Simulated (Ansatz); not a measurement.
# PPt (P6_3mc) in Ansatz: a series of runs, part 2 of 2

Ansatz 0.2.0.

### 4 Relaxation of cell and atoms, PBE+D3(BJ)-ATM

Contents of input.yaml:

```yaml
crystal:
  lattice:
    - [3.7430278549, 0.0, 0.0]
    - [-1.8715139275, 3.2415572094, 0.0]
    - [0.0, 0.0, 6.353743]
  atoms:
    - { symbol: Pt, position: [0.3333333333, 0.6666666667, 0.371899] }
    - { symbol: Pt, position: [0.6666666667, 0.3333333333, 0.871899] }
    - { symbol: P, position: [0.3333333333, 0.6666666667, 0.003103] }
    - { symbol: P, position: [0.6666666667, 0.3333333333, 0.503103] }
hamiltonian:
  xc: pbe
  pseudopotentials: { kind: paw }
  dispersion: d3bjatm
kpoints:
  mp_grid: { grid: [8, 8, 4] }
scf:
  occupations: { method: fermi_dirac, width: 0.05 }
output:
  forces: true
  stress: true
  eigenvalues: true
relax:
  f_tol: 0.01
  max_steps: 40
  cell: { stress_tol: 0.05 }
```

Potentials or basis: Ansatz PAW.

Command:

```sh
$ ansatz run input.yaml --threads 2 --pin off --max-ram 5632MiB --backend cpu --events-out ev --progress --plain --runs-dir out
```

Output:

```text
Warning: RAYON_NUM_THREADS=2 ignored (pool sized by the plan → 2); use --threads N
Engine: ansatz 0.2.0, aarch64-unknown-linux-gnu
Pseudopotentials: kind: paw
Pseudopotential: Pt, paw, valence charge 18, recommended cutoff 420 eV (normal), Pt.paw.azcp
Pseudopotential: P, paw, valence charge 5, recommended cutoff 420 eV (normal), P.paw.azcp
Functional definition: PBE
  parameter kappa = 0.804
  parameter beta = 0.06672455060314922
  exchange = pbe_x(kappa = kappa, mu = beta*pi^2/3)
  correlation = pbe_c(beta = beta)
Crystal: 4 atoms, lattice volume = 77.091 Å³
Basis set: ecut = 420 eV, 1521 PW (Γ), exchange–correlation on 54×54×90 points (8 copies of the dense FFT grid, shifted against one another)
Bands: 28, of which v1, the nominal top of the filled ones, is band 23 counted from 1 (22 counted from 0)
Symmetry: 12 space group operations
Space group: P63mc (ITA 186), of the structure as read, at distance tolerance 4.3e-5 Å
k-points: 30 of 256 (time reversal used)
Non-local potential: Pt, projectors of the file, l = 0: 3, l = 1: 2, l = 2: 2, l = 3: 1
Non-local potential: P, projectors of the file, l = 0: 2, l = 1: 2, l = 2: 2
PAW form: soft (Blöchl's): semilocal exchange-correlation on the pseudo side does not see the compensation charge
PAW one-centre angular grid: Pt, 590 points (default); XC on 64 Gauss nodes
PAW one-centre angular grid: P, 110 points (default); XC on 64 Gauss nodes
Initial density: superposition of atomic densities (neutral atoms: chi_scale 0, normalization atom), corrected by the library's trained network
Initial wavefunctions: pseudopotential atomic-orbital guess
Functional: x = pbe(κ = 0.804, μ = 0.2195149727645171), c = pbe(β = 0.06672455060314922)
SCF iter   1: F=—  HF=-26560.526526 eV  |F-HF|=—  |Δ(HF+E_count)|=         —  Δρ=2.85e-3  dr2=2.62e-3  ethr=1.77e-3  ⟨swp⟩=6.3  Hψ=3790  notcnv=0
preconditioner: auto → LDOS  [metal: Δε(μ)=0.133 eV  Ē_g=8.045 eV  σ=0.050 eV  W_gap=0.45  n_scr=22 (ndim 8)  ℏωp=23.2 eV  f_vac=0.011  D(μ)=1.79/eV (n_scr^D=10)  β→1.0]
SCF iter   2: F=—  HF=-26560.527274 eV  |F-HF|=—  |Δ(HF+E_count)|=   7.48e-4  Δρ=8.05e-4  dr2=5.18e-4  ethr=5.70e-6  ⟨swp⟩=3.8  Hψ=2322  notcnv=0  defer=10
preconditioner: auto → Kerker (q_TF=auto, 2.503 Å⁻¹)  [metal: Δε(μ)=0.140 eV  Ē_g=8.050 eV  σ=0.050 eV  W_gap=0.47  n_scr=22 (ndim 8)  ℏωp=23.2 eV  f_vac=0.009  D(μ)=1.80/eV (n_scr^D=10)  β→0.5]
SCF iter   3: F=—  HF=-26560.527148 eV  |F-HF|=—  |Δ(HF+E_count)|=   1.26e-4  Δρ=2.56e-4  dr2=3.92e-5  ethr=1.13e-6  ⟨swp⟩=2.0  Hψ=1180  notcnv=0  defer=10
SCF iter   4: F=—  HF=-26560.527168 eV  |F-HF|=—  |Δ(HF+E_count)|=   2.01e-5  Δρ=9.52e-5  dr2=7.65e-6  ethr=8.52e-8  ⟨swp⟩=2.4  Hψ=1237  notcnv=0  defer=10
[... 78 lines left out ...]
--- Per-component energies (eV) ---
  E_band       = -597.323567
  E_kinetic    = 1420.738410
  E_local      = -4863.051875  (includes V_loc(G=0)·N_el)
  E_nonlocal   = 463.642989
  E_hartree    = 1852.616761
  E_xc         = -648.332551
  E_vxc        = -729.527867  (∫ρ·V_xc dr)
  E_paw        = -20047.190844  (= ΣΔE_a)
  E_vpaw       = -594.359105  (= ΣTr[D̂ρ^β])
  E_aug_tail   = 0.000381  (compensation charges beyond the density's cutoff)
  E_ewald      = -4737.151131
  E_disp       = -1.832198  (pairwise vdW)
  E_smearing   = -0.015315  (= −TS)
  E_closure    = 0.000000  (closes the sum)
  Σ components = -26560.575373   (vs F -26560.575373, Δ=0.00e0)
--- Forces (eV/Å), atoms counted from 1 ---
  atom   1  Pt     0.00000000     0.00000000     0.00022520
  atom   2  Pt    -0.00000000    -0.00000000     0.00022520
  atom   3  P      0.00000000     0.00000000    -0.00022521
  atom   4  P      0.00000000     0.00000000    -0.00022521
  max |Σ_I F_I| component: 3.33e-8 eV/Å
--- Stress (GPa, compression-positive) ---
       -0.014566      -0.000000      -0.000000
        0.000000      -0.014566      -0.000000
       -0.000000      -0.000000       0.000757
  P = ⅓ Tr σ = -0.0095 GPa (-0.095 kbar)
--- Band table (eV; the first three rows and the last of 30) ---
  k-point 0: bands = ["-86.2640", "-86.2639", "-40.5093", "-40.5093", "-40.5083", "-40.5083", "-40.4985", "-40.4901", "-0.2260", "1.0763", "6.5037", "6.5961", "7.0190", "7.0190", "7.3469", "7.3469", "8.9756", "8.9756", "9.4499", "9.4499", "9.5056", "14.9032", "14.9032", "15.8038", "16.8916", "17.1390", "17.1390", "18.2721"]
  k-point 1: bands = ["-86.2640", "-86.2639", "-40.5092", "-40.5092", "-40.5084", "-40.5084", "-40.4973", "-40.4914", "-0.0628", "0.8524", "6.4015", "6.5183", "7.0555", "7.0555", "7.2858", "7.2858", "9.0566", "9.0566", "9.3958", "9.3958", "10.3340", "14.4149", "15.1317", "15.1317", "16.6541", "16.6541", "17.4722", "18.1366"]
  k-point 2: bands = ["-86.2639", "-86.2639", "-40.5088", "-40.5088", "-40.5088", "-40.5088", "-40.4943", "-40.4943", "0.3650", "0.3650", "6.3885", "6.3885", "7.1586", "7.1586", "7.1586", "7.1586", "9.2390", "9.2390", "9.2390", "9.2390", "12.2313", "12.2313", "15.7845", "15.7845", "15.7845", "15.7845", "17.8481", "17.8481"]
  k-point 29: bands = ["-86.2638", "-86.2638", "-40.5216", "-40.5216", "-40.5174", "-40.5174", "-40.4925", "-40.4925", "1.6569", "1.6569", "6.5714", "6.5714", "7.1258", "7.1258", "8.1400", "8.1400", "9.0208", "9.0208", "9.6332", "9.6332", "10.6659", "10.6659", "12.0019", "12.0019", "13.5768", "13.5768", "18.9023", "18.9023"]
--- Relaxed structure (5 steps of the walk, 5 accepted, 1 SCFs on fresh bases) ---
  F+E_penalty+E_count = -26560.57537307 eV   max|allowed force component| = 2.252e-4 eV/Å   (the final SCF, on the basis selected at the relaxed cell)
  cell:  # Å, volume = 74.5329 Å³
    - [3.6249923138224074, 2.7957080418289068e-11, -3.8724143972486598e-31]
    - [-1.8124961569354152, 3.1393354322795584, -4.4151591962658026e-20]
    - [9.997308590230004e-33, -8.654108203262208e-20, 6.5494298990331075]
  atoms:
    - { symbol: Pt, position: [0.33333333333333315, 0.6666666666666664, 0.365660618697948] }
    - { symbol: Pt, position: [0.6666666666666665, 0.3333333333333332, 0.8656606186979476] }
    - { symbol: P, position: [0.33333333333333315, 0.6666666666666664, 0.009341381302051885] }
    - { symbol: P, position: [0.6666666666666665, 0.3333333333333332, 0.5093413813020515] }
```

Run time: 19 s. Hardware: 2 threads of Arm Neoverse V2, shared host; peak memory 0.36 GiB.

Results:

```yaml
Free_energy: -26560.5754 eV
Relaxed_volume: 18.63 Å³/atom
Relaxed_cell: a = 3.625 Å, b = 3.625 Å, c = 6.549 Å, α = 90.00°, β = 90.00°, γ = 120.00°
Space_group_after_relaxing_to_0.05_Å: P6_3mc (No. 186)
Energy_gained_by_relaxing: 12.1 meV/atom
Ionic_steps: 6
Pressure_after_relaxing: 0.0 GPa
Band_gap_on_the_k_mesh: none (metal or under the smearing width)
```

Step by step:
| step | energy change (eV) | largest force (eV/Å) | volume (Å³) |
| --- | --- | --- | --- |
| 1 | 0.0000 | 0.1408 | 77.09 |
| 2 | -0.0330 | 0.0771 | 75.03 |
| 3 | -0.0456 | 0.1100 | 74.55 |
| 4 | -0.0486 | 0.0470 | 74.47 |
| 5 | -0.0489 | 0.0008 | 74.53 |
| 6 | -0.0482 | 0.0002 | 74.53 |

Final structure:
```
CELL_PARAMETERS angstrom
3.62499 0.00000 0.00000
-1.81250 3.13934 0.00000
0.00000 0.00000 6.54943
ATOMIC_POSITIONS crystal
Pt 0.33333 0.66667 0.36566
Pt 0.66667 0.33333 0.86566
P 0.33333 0.66667 0.00934
P 0.66667 0.33333 0.50934
```

Caveat: the plane-wave basis is chosen anew once the cell has moved, so the energies of steps on either side of that aren't comparable; pairwise dispersion overbinds metals, which lowers pressure and volume. The run has no spin-orbit coupling, so splittings on Pt are missing.

### 5 Relaxation of cell and atoms, PBE+D4

input.yaml: that of step 4 with these lines changed.

```diff
@@ -13,3 +13,3 @@
   pseudopotentials: { kind: paw }
-  dispersion: d3bjatm
+  dispersion: d4
 kpoints:
@@ -22,2 +22,6 @@
   eigenvalues: true
+  write_density: true
+  write_potential: true
+  elf: true
+  volumetric_format: npy
 relax:
```

Command:

```sh
$ ansatz run input.yaml --threads 2 --pin off --max-ram 5632MiB --backend cpu --events-out ev --progress --plain --runs-dir out
```

It took 21 s on 2 threads of Arm Neoverse V2, shared host; peak memory 0.36 GiB.

The run converged. Its results:

- Free energy: -26560.8595 eV
- Relaxed volume: 18.55 Å³/atom
- Relaxed cell: a = 3.617 Å, b = 3.617 Å, c = 6.550 Å, α = 90.00°, β = 90.00°, γ = 120.00°
- Space group after relaxing (to 0.05 Å): P6_3mc (No. 186)
- Energy gained by relaxing: 14.6 meV/atom
- Ionic steps: 6
- Pressure after relaxing: 0.0 GPa
- Band gap on the k mesh: none (metal or under the smearing width)

Step by step:
```
step  energy change (eV)  largest force (eV/Å)  volume (Å³)
   1              0.0000                0.1419        77.09
   2             -0.0416                0.0820        74.70
   3             -0.0553                0.0980        74.24
   4             -0.0589                0.0422        74.14
   5             -0.0591                0.0012        74.20
   6             -0.0583                0.0006        74.20
```

Final structure:
```
Pt P
1.0
     3.61668    0.00000    0.00000
    -1.80834    3.13214    0.00000
     0.00000    0.00000    6.55049
Pt P
2 2
Direct
  0.33333 0.66667 0.36539
  0.66667 0.33333 0.86539
  0.33333 0.66667 0.00962
  0.66667 0.33333 0.50962
```

Levels at points of the mesh, in eV from the Fermi level:
| k point | band 20 | band 21 | band 22 | band 23 | band 24 | band 25 | band 26 | band 27 |
| --- | --- | --- | --- | --- | --- | --- | --- | --- |
| (0.00, 0.00, 0.00) | -3.51 | -3.47 | 1.97 | 1.97 | 2.85 | 3.98 | 4.21 | 4.21 |
| (0.00, 0.00, -0.50) | -3.72 | -0.74 | -0.74 | 2.85 | 2.85 | 2.85 | 2.85 | 4.93 |
| (0.00, -0.50, 0.00) | -3.05 | -2.51 | -2.45 | -1.85 | -0.63 | 0.55 | 2.23 | 4.53 |
| (0.00, -0.50, -0.50) | -3.19 | -2.90 | -2.90 | -0.18 | -0.18 | 0.79 | 0.79 | 4.94 |

Caveat: the plane-wave basis is chosen anew once the cell has moved, so the energies of steps on either side of that aren't comparable; pairwise dispersion overbinds metals, which lowers pressure and volume.

### 6 Summary

| level | gap on the mesh (eV) | pressure (GPa) | relaxed volume (Å³/atom) |
| --- | --- | --- | --- |
| PBE | none | 0.0 | 19.17 |
| PBE+D3(BJ) | none | 0.0 | 18.53 |
| PBE+D3(BJ)-ATM | none | 0.0 | 18.63 |
| PBE+D4 | none | 0.0 | 18.55 |

Alike in all rows: task relaxation of cell and atoms; potentials or basis Ansatz PAW; no spin polarisation; cell relaxed; k mesh 8 × 8 × 4; cutoff (eV) 420; smearing fermi-dirac 0.05 eV.

Caveats: the plane-wave basis is chosen anew once the cell has moved, so the energies of steps on either side of that aren't comparable; pairwise dispersion overbinds metals, which lowers pressure and volume (some runs).

Total energies depend on the potentials used, so only differences within one code and one set of settings carry meaning.
